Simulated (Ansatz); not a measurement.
# SrCd: the cost of one run

Program: Ansatz 0.2.0. Level of theory: DFT r2SCAN, scalar-relativistic, plane waves, PAW. These are calculated values, not measurements.

## Step 1: The structure to begin with

The structure is cubic, space group Pm-3m (No. 221). Conventional cell: a = 4.003 Å, b = 4.003 Å, c = 4.003 Å, α = 90.00°, β = 90.00°, γ = 90.00°. Around Sr (site symmetry m-3m) lie 8 Cd at 3.47 Å. Around Cd (site symmetry m-3m) lie 8 Sr at 3.47 Å.

Structure file:

```cif
data_structure
_symmetry_space_group_name_H-M 'Pm-3m'
_symmetry_Int_Tables_number 221
_cell_length_a 4.0030
_cell_length_b 4.0030
_cell_length_c 4.0030
_cell_angle_alpha 90.000
_cell_angle_beta 90.000
_cell_angle_gamma 90.000
_cell_volume 64.14
loop_
_atom_site_label
_atom_site_type_symbol
_atom_site_symmetry_multiplicity
_atom_site_Wyckoff_symbol
_atom_site_fract_x
_atom_site_fract_y
_atom_site_fract_z
_atom_site_occupancy
Sr1 Sr 1 b 0.50000 0.50000 0.50000 1
Cd1 Cd 1 a 0.00000 0.00000 0.00000 1
```

No relaxation comes first: the listed cell is the starting point.

## Step 2: The reference: the undisturbed cell on the scan's mesh

Contents of input.yaml:

```yaml
crystal:
  lattice:
    - [4.003, 0.0, 0.0]
    - [0.0, 4.003, 0.0]
    - [0.0, 0.0, 4.003]
  atoms:
    - { symbol: Sr, position: [0.5, 0.5, 0.5] }
    - { symbol: Cd, position: [0.0, 0.0, 0.0] }
basis:
  ecutwfc: 500
kpoints:
  mp_grid: { grid: [14, 14, 14] }
hamiltonian:
  xc: r2scan
scf:
  occupations: { method: gaussian, width: 0.15 }
output:
  forces: true
  stress: true
  eigenvalues: true
  write_density: true
  write_potential: true
  elf: true
  volumetric_format: npy
```

Run with:

```console
$ ansatz run input.yaml --threads 1 --pin off --max-ram 2560MiB --backend cpu --events-out ev --progress --plain --runs-dir out
```

Q: Estimate wall time and peak memory on 1 thread of Arm Neoverse V2, shared host.

About 21 s, with a peak of 0.52 GiB.
